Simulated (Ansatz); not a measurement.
Runs of Ansatz 0.2.0 on GeCN2. It takes space group R-3m (No. 166, trigonal). Conventional cell: a = 3.588 Å, b = 3.588 Å, c = 14.766 Å, α = 90.00°, β = 90.00°, γ = 120.00°. Ge (site symmetry -3m) has 6 N at 2.40 Å as nearest neighbours. Around N (site symmetry 3m) lie 1 C at 1.24 Å. Around C (site symmetry -3m) lie 2 N at 1.24 Å. The cell comes from a database or a generator and needn't be the stable form of this composition.

```csv
task,level,cell,cutoff (eV),gap on the mesh (eV),pressure (GPa),largest force (eV/Å)
relaxation of cell and atoms,PBEsol,relaxed to 20 GPa,-,-,20.0,-
relaxation of cell and atoms,PBEsol,relaxed to 10 GPa,-,0.70,10.0,-
band structure,PBEsol,as given,672,1.00,-3.3,0.05
band structure,PBE,as given,671,(b),(a),0.05
relaxation of cell and atoms,PBEsol,relaxed to 5 GPa,-,0.81,5.0,-
```

Alike in all rows: potentials or basis all-electron LAPW, scalar-relativistic; no spin polarisation; k mesh 9 × 9 × 9; smearing fermi-dirac 0.05 eV; basis error allowed 0.002 eV/atom.

Task: Estimate the missing entries.

Result: (a) 0.0; (b) 1.12.

Caveats: an odd mesh through Γ misses points on the zone boundary, where band edges often lie (some runs).

A k mesh can miss the band edges, and the runs leave out spin-orbit coupling on Ge.
